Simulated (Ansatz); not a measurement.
# Si2NH7 + HCl: a complex and its separated parts

Aim: how far the complex at one end of a reaction step lies below its separated, relaxed parts, level by level.

Program: Ansatz 0.2.0, Gaussian basis. Level of theory: PBE0-D4/def2-TZVP structures, single points in def2-TZVPP, no counterpoise correction. These are calculated values, not measurements.

Levels: SPW92, PBE-D4, BLYP-D4, r2SCAN-D4, B97M-V, PBE0-D4, B3LYP-D4, r2SCAN0-D4, BHLYP-D4, CAM-B3LYP-D4, wB97X-V, wB97M-V, B2PLYP, PBE-QIDH, RPA on PBE, Hartree-Fock, MP2, CCSD, CCSD(T).

Cores are frozen in the correlated methods. B3LYP uses VWN-RPA correlation. B2PLYP carries no dispersion term here.

94 further runs of the same task are left out: 94 set aside as unsound or not needed.

### 1 Starting geometry

The complex: 12 atoms, charge 0, spin multiplicity 1.

Atoms are counted from 1 here; the program's logs count them from 0.

Bond lengths: Si1–Si2 2.357 Å, Si1–H3 1.488 Å, Si1–H4 1.487 Å, Si1–N5 1.721 Å, Si2–H8 1.500 Å, Si2–H9 1.489 Å, Si2–H10 1.489 Å, N5–H11 1.008 Å, N5–H12 1.009 Å, H6–Cl7 1.287 Å. Angles: Si2–Si1–H3 107.0°, Si2–Si1–H4 107.6°, Si2–Si1–N5 115.7°, H3–Si1–H4 109.7°, H3–Si1–N5 108.0°, H4–Si1–N5 108.8°, Si1–Si2–H8 111.1°, Si1–Si2–H9 112.6°, Si1–Si2–H10 111.6°, H8–Si2–H9 106.4°, H8–Si2–H10 106.1°, H9–Si2–H10 108.7°, Si1–N5–H11 119.4°, Si1–N5–H12 118.7°, H11–N5–H12 111.0°.

As a file:

```mol
ClH8NSi2
  3D, bonds by distance, orders not assigned

 12 10  0  0  0  0  0  0  0  0999 V2000
   -0.8924   -0.3086   -0.7965 Si  0  0
    0.6164   -1.4241    0.6301 Si  0  0
   -1.2159   -1.2461   -1.9060 H   0  0
   -2.1221   -0.0189   -0.0118 H   0  0
   -0.3183    1.1579   -1.4892 N   0  0
    0.5727    1.2645    1.9124 H   0  0
    0.2157    2.4996    1.8450 Cl  0  0
    0.9963   -0.5609    1.7959 H   0  0
    0.0462   -2.6752    1.2025 H   0  0
    1.8880   -1.7566   -0.0705 H   0  0
    0.3653    1.1205   -2.2284 H   0  0
   -0.1520    1.9477   -0.8835 H   0  0
  1  2  8  0
  1  3  8  0
  1  4  8  0
  1  5  8  0
  2  8  8  0
  2  9  8  0
  2 10  8  0
  5 11  8  0
  5 12  8  0
  6  7  8  0
M  END
```

Its parts: Si2NH7 holds atoms 1, 2, 3, 4, 5, 8, 9, 10, 11, 12; HCl holds atoms 6, 7. Each part counts its atoms afresh in its own runs.

### 2 Relaxing Si2NH7 alone

Contents of relax-a/in.yaml:

```yaml
crystal:
  periodic: [false, false, false]
  atoms:
    - {symbol: Si, position_ang: [-0.892411, -0.308604, -0.796493]}
    - {symbol: Si, position_ang: [0.616423, -1.424145, 0.630069]}
    - {symbol: H, position_ang: [-1.215860, -1.246060, -1.906046]}
    - {symbol: H, position_ang: [-2.122055, -0.018885, -0.011766]}
    - {symbol: N, position_ang: [-0.318284, 1.157928, -1.489176]}
    - {symbol: H, position_ang: [0.996252, -0.560888, 1.795929]}
    - {symbol: H, position_ang: [0.046170, -2.675157, 1.202466]}
    - {symbol: H, position_ang: [1.887953, -1.756620, -0.070452]}
    - {symbol: H, position_ang: [0.365318, 1.120545, -2.228431]}
    - {symbol: H, position_ang: [-0.152003, 1.947657, -0.883519]}
basis:
  gaussian: {orbitals: def2-TZVP}
hamiltonian: {xc: pbe0, dispersion: d4}
relax: {f_tol: 0.005, max_steps: 200}
```

The run is started by

```sh
> ansatz run in.yaml --threads 4 --pin off --events-out ev --progress --plain --max-ram 9574MiB
```

Standard output, cut to the lines that bear on the results:

```text
Functional definition: PBE0
  name "PBE0"
  cite "Adamo & Barone, J. Chem. Phys. 110, 6158 (1999) doi:10.1063/1.478522"
  cite "Perdew, Burke & Ernzerhof, Phys. Rev. Lett. 77, 3865 (1996) doi:10.1103/PhysRevLett.77.3865"
  parent pbe
[...]
999 factors; their error is unknown
[...]
mean field -17352.32916959 eV, -637.6863351513 hartree, gradient 2.3e-5 eV, S^2 0.000000; 0 other end points of the search recorded, 0 dependent functions left out
[...]
reference -17352.32920377 eV, -637.6863364072 hartree; 21, 21 occupied and 126, 126 virtual orbitals, 999 factors
[...]
Atom 2 at    -1.231507    -1.247485    -1.905107 Å, force    -0.001044     0.000727    -0.000256 eV/Å
Atom 3 at    -2.118836    -0.008201    -0.015110 Å, force    -0.000398     0.000664    -0.001262 eV/Å
Atom 4 at    -0.317810     1.150418    -1.489200 Å, force    -0.000783     0.000549     0.001255 eV/Å
Atom 5 at     0.997833    -0.537730     1.781044 Å, force     0.000037    -0.000210     0.000273 eV/Å
Atom 6 at     0.047924    -2.677185     1.192989 Å, force    -0.000321     0.000123     0.000037 eV/Å
Atom 7 at     1.876537    -1.766669    -0.092307 Å, force     0.000272    -0.000096     0.000108 eV/Å
Atom 8 at     0.412148     1.110398    -2.183206 Å, force    -0.000090    -0.000440    -0.000038 eV/Å
Atom 9 at    -0.191925     1.954958    -0.895066 Å, force    -0.000189    -0.000629    -0.000512 eV/Å
Dipole moment:     0.162021     0.211471    -0.062598 e Å
```

Wall time 14 s (4 threads of Arm Neoverse V1, shared host).

Step by step: (the energy doesn't fall at every step)

| step | energy from step 1 (eV) | largest force component (eV/Å) |
| --- | --- | --- |
| 1 | 0.0000 | 0.2577 |
| 2 | -0.0050 | 0.0924 |
| 3 | -0.0060 | 0.0586 |
| 4 | -0.0063 | 0.0293 |
| 5 | -0.0064 | 0.0093 |
| 6 | -0.0064 | 0.0058 |
| 7 | 0.0220 | 1.1360 |
| 8 | -0.0064 | 0.0006 |
| 9 | -0.0064 | 0.0018 |

Distances of close pairs at the start and the end, largest changes first:

| bond | before (Å) | after (Å) | change (Å) |
| --- | --- | --- | --- |
| Si2–H6 | 1.500 | 1.491 | -0.009 |
| Si1–N5 | 1.721 | 1.727 | +0.007 |
| Si1–Si2 | 2.357 | 2.352 | -0.006 |
| Si1–H4 | 1.487 | 1.489 | +0.002 |
| Si2–H8 | 1.489 | 1.491 | +0.001 |
| Si2–H7 | 1.489 | 1.490 | +0.001 |
| N5–H10 | 1.009 | 1.008 | -0.001 |
| Si1–H3 | 1.488 | 1.489 | +0.001 |

### 3 Relaxing HCl alone

Contents of relax-b/in.yaml:

```yaml
crystal:
  periodic: [false, false, false]
  atoms:
    - {symbol: H, position_ang: [0.572653, 1.264494, 1.912427]}
    - {symbol: Cl, position_ang: [0.215743, 2.499635, 1.844990]}
basis:
  gaussian: {orbitals: def2-TZVP}
hamiltonian: {xc: pbe0, dispersion: d4}
relax: {f_tol: 0.005, max_steps: 200}
```

The run is started by

```sh
> ansatz run in.yaml --threads 4 --pin off --events-out ev --progress --plain --max-ram 9574MiB
```

Standard output, cut to the lines that bear on the results:

```text
[... 5 set-up lines as earlier in the session ...]
[...]
312 factors; their error is unknown
[...]
mean field -12535.31528056 eV, -460.6643398186 hartree, gradient 4.2e-5 eV, S^2 0.000000; 0 other end points of the search recorded, 0 dependent functions left out
[...]
reference -12535.31647375 eV, -460.6643836677 hartree; 9, 9 occupied and 34, 34 virtual orbitals, 312 factors
Total energy: -12535.32105162 eV, -460.6645519013 hartree
Atom 0 at     0.571458     1.268629     1.912201 Å, force     0.000433    -0.001500     0.000082 eV/Å
Atom 1 at     0.216938     2.495500     1.845216 Å, force    -0.000433     0.001500    -0.000082 eV/Å
Dipole moment:     0.072800    -0.251936     0.013755 e Å
```

It took 0.5 s on 4 threads of Arm Neoverse V1, shared host.

The steps of the relaxation:

| step | energy from step 1 (eV) | largest force component (eV/Å) |
| --- | --- | --- |
| 1 | 0.0000 | 0.2601 |
| 2 | -0.0010 | 0.1062 |
| 3 | -0.0012 | 0.0015 |

The bond:

| bond | before (Å) | after (Å) | change (Å) |
| --- | --- | --- | --- |
| H1–Cl2 | 1.287 | 1.279 | -0.009 |

### 4 SPW92/def2-TZVPP

Contents of parta/in.yaml:

```yaml
crystal:
  periodic: [false, false, false]
  atoms:
    - {symbol: Si, position_ang: [-0.887386, -0.323025, -0.790129]}
    - {symbol: Si, position_ang: [0.624525, -1.419707, 0.638672]}
    - {symbol: H, position_ang: [-1.231507, -1.247485, -1.905107]}
    - {symbol: H, position_ang: [-2.118836, -0.008201, -0.015110]}
    - {symbol: N, position_ang: [-0.317810, 1.150418, -1.489200]}
    - {symbol: H, position_ang: [0.997833, -0.537730, 1.781044]}
    - {symbol: H, position_ang: [0.047924, -2.677185, 1.192989]}
    - {symbol: H, position_ang: [1.876537, -1.766669, -0.092307]}
    - {symbol: H, position_ang: [0.412148, 1.110398, -2.183206]}
    - {symbol: H, position_ang: [-0.191925, 1.954958, -0.895066]}
basis:
  gaussian: {orbitals: def2-TZVPP}
hamiltonian: {xc: lda}
```

Contents of partb/in.yaml:

```yaml
crystal:
  periodic: [false, false, false]
  atoms:
    - {symbol: H, position_ang: [0.571458, 1.268629, 1.912201]}
    - {symbol: Cl, position_ang: [0.216938, 2.495500, 1.845216]}
basis:
  gaussian: {orbitals: def2-TZVPP}
hamiltonian: {xc: lda}
```

One command serves all of them, each in its own folder.

The run is started by

```sh
> ansatz run in.yaml --threads 4 --pin off --events-out ev --progress --plain --max-ram 9574MiB
```

Output in parta, cut to the lines that bear on the results:

```text
Functional definition: SPW92
  name "SPW92"
  cite "Dirac, Proc. Camb. Phil. Soc. 26, 376 (1930) doi:10.1017/S0305004100016108"
  cite "Slater, Phys. Rev. 81, 385 (1951) doi:10.1103/PhysRev.81.385"
  cite "Perdew & Wang, Phys. Rev. B 45, 13244 (1992) doi:10.1103/PhysRevB.45.13244"
[...]
1144 factors; their error is unknown
[...]
mean field -17283.84088405 eV, -635.1694370807 hartree, gradient 4.6e-5 eV, S^2 0.000000; 0 other end points of the search recorded, 0 dependent functions left out
reference -17283.84092581 eV, -635.1694386155 hartree; 21, 21 occupied and 192, 192 virtual orbitals, 1144 factors
Total energy: -17283.84092581 eV, -635.1694386155 hartree
```

Log of partb, cut to the lines that bear on the results:

```text
[... 5 set-up lines as earlier in the session ...]
[...]
353 factors; their error is unknown
[...]
mean field -12498.56386509 eV, -459.3137502113 hartree, gradient 5.7e-5 eV, S^2 0.000000; 0 other end points of the search recorded, 0 dependent functions left out
reference -12498.56388450 eV, -459.3137509245 hartree; 9, 9 occupied and 47, 47 virtual orbitals, 353 factors
Total energy: -12498.56388450 eV, -459.3137509245 hartree
```

Times: 0.8 s (parta), 0.15 s (partb) on 4 threads of Arm Neoverse V1, shared host.

### 5 PBE-D4/def2-TZVPP

The same edit goes into each in.yaml of step 4 (parta, partb):

```diff
-hamiltonian: {xc: lda}
+hamiltonian: {xc: pbe, dispersion: d4}
```

The same command starts each run, in its folder.

The run is started by

```sh
> ansatz run in.yaml --threads 4 --pin off --events-out ev --progress --plain --max-ram 9574MiB
```

Log of parta, cut to the lines that bear on the results:

```text
Functional definition: PBE
  name "PBE"
[... 2 set-up lines as earlier in the session ...]
[...]
1144 factors; their error is unknown
[...]
mean field -17350.56448166 eV, -637.6214840659 hartree, gradient 2.2e-5 eV, S^2 0.000000; 0 other end points of the search recorded, 0 dependent functions left out
reference -17350.56452586 eV, -637.6214856904 hartree; 21, 21 occupied and 192, 192 virtual orbitals, 1144 factors
Total energy: -17350.74783791 eV, -637.6282222840 hartree
```

Output in partb, cut to the lines that bear on the results:

```text
[... 4 set-up lines as earlier in the session ...]
[...]
353 factors; their error is unknown
[...]
mean field -12534.30961960 eV, -460.6273824602 hartree, gradient 8.1e-5 eV, S^2 0.000000; 0 other end points of the search recorded, 0 dependent functions left out
reference -12534.30964051 eV, -460.6273832285 hartree; 9, 9 occupied and 47, 47 virtual orbitals, 353 factors
Total energy: -12534.31530163 eV, -460.6275912708 hartree
```

They took 1.2 s (parta), 0.15 s (partb) on 4 threads of Arm Neoverse V1, shared host.

### 6 BLYP-D4/def2-TZVPP

Each input of step 5 (parta, partb) changes in the same lines:

```diff
-hamiltonian: {xc: pbe, dispersion: d4}
+hamiltonian: {xc: {name: BLYP}, dispersion: d4}
```

The same command starts each run, in its folder.

The run is started by

```sh
> ansatz run in.yaml --threads 4 --pin off --events-out ev --progress --plain --max-ram 9574MiB
```

Output in parta, cut to the lines that bear on the results:

```text
Functional definition: BLYP
  name "BLYP"
  cite "Becke, Phys. Rev. A 38, 3098 (1988) doi:10.1103/PhysRevA.38.3098"
  cite "Lee, Yang & Parr, Phys. Rev. B 37, 785 (1988) doi:10.1103/PhysRevB.37.785"
[...]
1144 factors; their error is unknown
[...]
mean field -17359.92798032 eV, -637.9655862948 hartree, gradient 1.2e-5 eV, S^2 0.000000; 0 other end points of the search recorded, 0 dependent functions left out
reference -17359.92834968 eV, -637.9655998685 hartree; 21, 21 occupied and 192, 192 virtual orbitals, 1144 factors
Total energy: -17360.32676890 eV, -637.9802415050 hartree
```

Output in partb, cut to the lines that bear on the results:

```text
[... 4 set-up lines as earlier in the session ...]
[...]
353 factors; their error is unknown
[...]
mean field -12539.38859518 eV, -460.8140313699 hartree, gradient 4.5e-5 eV, S^2 0.000000; 0 other end points of the search recorded, 0 dependent functions left out
reference -12539.38879950 eV, -460.8140388785 hartree; 9, 9 occupied and 47, 47 virtual orbitals, 353 factors
Total energy: -12539.40228854 eV, -460.8145345916 hartree
```

Times: 1.3 s (parta), 0.15 s (partb) on 4 threads of Arm Neoverse V1, shared host.

### 7 r2SCAN-D4/def2-TZVPP

Each input of step 6 (parta, partb) changes in the same lines:

```diff
-hamiltonian: {xc: {name: BLYP}, dispersion: d4}
+hamiltonian: {xc: r2scan, dispersion: d4}
```

Each run has its own folder and the same command.

The run is started by

```sh
> ansatz run in.yaml --threads 4 --pin off --events-out ev --progress --plain --max-ram 9574MiB
```

Output in parta, cut to the lines that bear on the results:

```text
Functional definition: r2SCAN
  name "r2SCAN"
  cite "Furness, Kaplan, Ning, Perdew & Sun, J. Phys. Chem. Lett. 11, 8208 (2020) doi:10.1021/acs.jpclett.0c02405"
  cite "Furness, Kaplan, Ning, Perdew & Sun, J. Phys. Chem. Lett. 11, 9248 (2020) doi:10.1021/acs.jpclett.0c03077"
  parent r2scan
[...]
1144 factors; their error is unknown
[...]
mean field -17358.55680049 eV, -637.9151963655 hartree, gradient 4.4e-5 eV, S^2 0.000000; 0 other end points of the search recorded, 0 dependent functions left out
reference -17358.55681463 eV, -637.9151968853 hartree; 21, 21 occupied and 192, 192 virtual orbitals, 1144 factors
Total energy: -17358.60135310 eV, -637.9168336437 hartree
```

partb printed, cut to the lines that bear on the results:

```text
[... 5 set-up lines as earlier in the session ...]
[...]
353 factors; their error is unknown
[...]
mean field -12538.62224983 eV, -460.7858686977 hartree, gradient 3.1e-5 eV, S^2 0.000000; 0 other end points of the search recorded, 0 dependent functions left out
reference -12538.62225515 eV, -460.7858688935 hartree; 9, 9 occupied and 47, 47 virtual orbitals, 353 factors
Total energy: -12538.62352109 eV, -460.7859154159 hartree
```

Wall times: 2.6 s (parta), 0.45 s (partb) on 4 threads of Arm Neoverse V1, shared host.

### 8 B97M-V/def2-TZVPP

The same edit goes into each in.yaml of step 7 (parta, partb):

```diff
-hamiltonian: {xc: r2scan, dispersion: d4}
+hamiltonian: {xc: {name: B97M-V}}
```

Each run has its own folder and the same command.

The run is started by

```sh
> ansatz run in.yaml --threads 4 --pin off --events-out ev --progress --plain --max-ram 9574MiB
```

parta printed, cut to the lines that bear on the results:

```text
Functional definition: B97M-V
  name "B97M-V"
  cite "Mardirossian & Head-Gordon, J. Chem. Phys. 142, 074111 (2015) doi:10.1063/1.4907719"
  cite "Becke, J. Chem. Phys. 107, 8554 (1997) doi:10.1063/1.475007"
  cite "Vydrov & Van Voorhis, J. Chem. Phys. 133, 244103 (2010) doi:10.1063/1.3521275"
  # Of w^i u^j: cxij and so on, Table III.
[...]
  gx(w, u) = cx00 + cx01*u + cx02*u^2 + (cx10 + cx11*u)*w
[...]
  gos(w, u) = cos00 + cos01*u + cos03*u^3 + cos10*w + cos32*w^3*u^2
[...]
      + integral(e_c_pw_mod_opposite_spin*gos(b97_w_opposite, b97_u_opposite)) + vv10(b, c)
1144 factors; their error is unknown
[...]
mean field -17356.68995787 eV, -637.8465911649 hartree, gradient 2.7e-5 eV, S^2 0.000000; 0 other end points of the search recorded, 0 dependent functions left out
reference -17356.69002752 eV, -637.8465937241 hartree; 21, 21 occupied and 192, 192 virtual orbitals, 1144 factors
Total energy: -17356.69002752 eV, -637.8465937241 hartree
```

partb printed, cut to the lines that bear on the results:

```text
[... 5 set-up lines as earlier in the session ...]
  # Of w^i u^j: cxij and so on, Table III.
[...]
  gx(w, u) = cx00 + cx01*u + cx02*u^2 + (cx10 + cx11*u)*w
[...]
  gos(w, u) = cos00 + cos01*u + cos03*u^3 + cos10*w + cos32*w^3*u^2
[...]
      + integral(e_c_pw_mod_opposite_spin*gos(b97_w_opposite, b97_u_opposite)) + vv10(b, c)
353 factors; their error is unknown
[...]
mean field -12536.22649035 eV, -460.6978261609 hartree, gradient 1.2e-5 eV, S^2 0.000000; 0 other end points of the search recorded, 0 dependent functions left out
reference -12536.22651848 eV, -460.6978271945 hartree; 9, 9 occupied and 47, 47 virtual orbitals, 353 factors
Total energy: -12536.22651848 eV, -460.6978271945 hartree
```

Wall times: 5 s (parta), 0.45 s (partb) on 4 threads of Arm Neoverse V1, shared host.

### 9 PBE0-D4/def2-TZVPP

The same edit goes into each in.yaml of step 8 (parta, partb):

```diff
-hamiltonian: {xc: {name: B97M-V}}
+hamiltonian: {xc: pbe0, dispersion: d4}
+output: {orbitals: {seedname: orbitals}}
```

The same command starts each run, in its folder.

The run is started by

```sh
> ansatz run in.yaml --threads 4 --pin off --events-out ev --progress --plain --max-ram 9574MiB
```

Output in parta, cut to the lines that bear on the results:

```text
[... 5 set-up lines as earlier in the session ...]
[...]
1150 factors; their error is unknown
[...]
mean field -17352.40857750 eV, -637.6892533380 hartree, gradient 2.0e-5 eV, S^2 0.000000; 0 other end points of the search recorded, 0 dependent functions left out
reference -17352.40861119 eV, -637.6892545762 hartree; 21, 21 occupied and 192, 192 virtual orbitals, 1150 factors
Total energy: -17352.56420246 eV, -637.6949724498 hartree
```

Output in partb, cut to the lines that bear on the results:

```text
[... 5 set-up lines as earlier in the session ...]
[...]
384 factors; their error is unknown
[...]
mean field -12535.34597682 eV, -460.6654678856 hartree, gradient 3.6e-5 eV, S^2 0.000000; 0 other end points of the search recorded, 0 dependent functions left out
reference -12535.34599247 eV, -460.6654684605 hartree; 9, 9 occupied and 47, 47 virtual orbitals, 384 factors
Total energy: -12535.35057034 eV, -460.6656366941 hartree
```

They took 1.6 s (parta), 0.15 s (partb) on 4 threads of Arm Neoverse V1, shared host.

### 10 B3LYP-D4/def2-TZVPP

Each input of step 9 (parta, partb) changes in the same lines:

```diff
-hamiltonian: {xc: pbe0, dispersion: d4}
-output: {orbitals: {seedname: orbitals}}
+hamiltonian: {xc: {name: B3LYP}, dispersion: d4}
```

Each run has its own folder and the same command.

The run is started by

```sh
> ansatz run in.yaml --threads 4 --pin off --events-out ev --progress --plain --max-ram 9574MiB
```

parta printed, cut to the lines that bear on the results:

```text
Functional definition: B3LYP
  name "B3LYP"
  cite "Stephens, Devlin, Chabalowski & Frisch, J. Phys. Chem. 98, 11623 (1994) doi:10.1021/j100096a001"
[... 2 set-up lines as earlier in the session ...]
  cite "Vosko, Wilk & Nusair, Can. J. Phys. 58, 1200 (1980) doi:10.1139/p80-159"
[...]
1150 factors; their error is unknown
[...]
mean field -17362.37354321 eV, -638.0554590736 hartree, gradient 3.1e-5 eV, S^2 0.000000; 0 other end points of the search recorded, 0 dependent functions left out
reference -17362.37382051 eV, -638.0554692642 hartree; 21, 21 occupied and 192, 192 virtual orbitals, 1150 factors
Total energy: -17362.67019376 eV, -638.0663607801 hartree
```

Log of partb, cut to the lines that bear on the results:

```text
[... 6 set-up lines as earlier in the session ...]
[...]
372 factors; their error is unknown
[...]
mean field -12539.99363061 eV, -460.8362660121 hartree, gradient 4.5e-5 eV, S^2 0.000000; 0 other end points of the search recorded, 0 dependent functions left out
reference -12539.99378267 eV, -460.8362716000 hartree; 9, 9 occupied and 47, 47 virtual orbitals, 372 factors
Total energy: -12540.00296921 eV, -460.8366091993 hartree
```

They took 1.4 s (parta), 0.2 s (partb) on 4 threads of Arm Neoverse V1, shared host.

### 11 r2SCAN0-D4/def2-TZVPP

Each input of step 10 (parta, partb) changes in the same lines:

```diff
-hamiltonian: {xc: {name: B3LYP}, dispersion: d4}
+hamiltonian: {xc: {name: r2SCAN0}, dispersion: d4}
```

Each run has its own folder and the same command.

The run is started by

```sh
> ansatz run in.yaml --threads 4 --pin off --events-out ev --progress --plain --max-ram 9574MiB
```

Output in parta, cut to the lines that bear on the results:

```text
Functional definition: r2SCAN0
  name "r2SCAN0"
  cite "Bursch, Neugebauer, Ehlert & Grimme, J. Chem. Phys. 156, 134105 (2022) doi:10.1063/5.0086040"
[... 3 set-up lines as earlier in the session ...]
[...]
1150 factors; their error is unknown
[...]
mean field -17358.19548785 eV, -637.9019183710 hartree, gradient 6.7e-5 eV, S^2 0.000000; 0 other end points of the search recorded, 0 dependent functions left out
reference -17358.19549912 eV, -637.9019187851 hartree; 21, 21 occupied and 192, 192 virtual orbitals, 1150 factors
Total energy: -17358.24836553 eV, -637.9038615899 hartree
```

Log of partb, cut to the lines that bear on the results:

```text
[... 6 set-up lines as earlier in the session ...]
[...]
384 factors; their error is unknown
[...]
mean field -12538.53748051 eV, -460.7827534829 hartree, gradient 4.5e-6 eV, S^2 0.000000; 0 other end points of the search recorded, 0 dependent functions left out
reference -12538.53748477 eV, -460.7827536392 hartree; 9, 9 occupied and 47, 47 virtual orbitals, 384 factors
Total energy: -12538.53893828 eV, -460.7828070548 hartree
```

They took 2.7 s (parta), 0.45 s (partb) on 4 threads of Arm Neoverse V1, shared host.

### 12 BHLYP-D4/def2-TZVPP

Each input of step 11 (parta, partb) changes in the same lines:

```diff
-hamiltonian: {xc: {name: r2SCAN0}, dispersion: d4}
+hamiltonian: {xc: {name: BHLYP}, dispersion: d4}
```

The same command starts each run, in its folder.

The run is started by

```sh
> ansatz run in.yaml --threads 4 --pin off --events-out ev --progress --plain --max-ram 9574MiB
```

Output in parta, cut to the lines that bear on the results:

```text
Functional definition: BHLYP
  name "BHLYP"
  cite "Becke, J. Chem. Phys. 98, 1372 (1993) doi:10.1063/1.464304"
[... 2 set-up lines as earlier in the session ...]
[...]
1202 factors; their error is unknown
[...]
mean field -17360.06295542 eV, -637.9705465383 hartree, gradient 2.2e-5 eV, S^2 0.000000; 0 other end points of the search recorded, 0 dependent functions left out
reference -17360.06314428 eV, -637.9705534789 hartree; 21, 21 occupied and 192, 192 virtual orbitals, 1202 factors
Total energy: -17360.29996461 eV, -637.9792564656 hartree
```

Output in partb, cut to the lines that bear on the results:

```text
[... 5 set-up lines as earlier in the session ...]
[...]
403 factors; their error is unknown
[...]
mean field -12539.47116483 eV, -460.8170657485 hartree, gradient 2.7e-5 eV, S^2 0.000000; 0 other end points of the search recorded, 0 dependent functions left out
reference -12539.47126832 eV, -460.8170695520 hartree; 9, 9 occupied and 47, 47 virtual orbitals, 403 factors
Total energy: -12539.47731469 eV, -460.8172917518 hartree
```

Wall times: 1.6 s (parta), 0.2 s (partb) on 4 threads of Arm Neoverse V1, shared host.

[end of part 1 of 2]
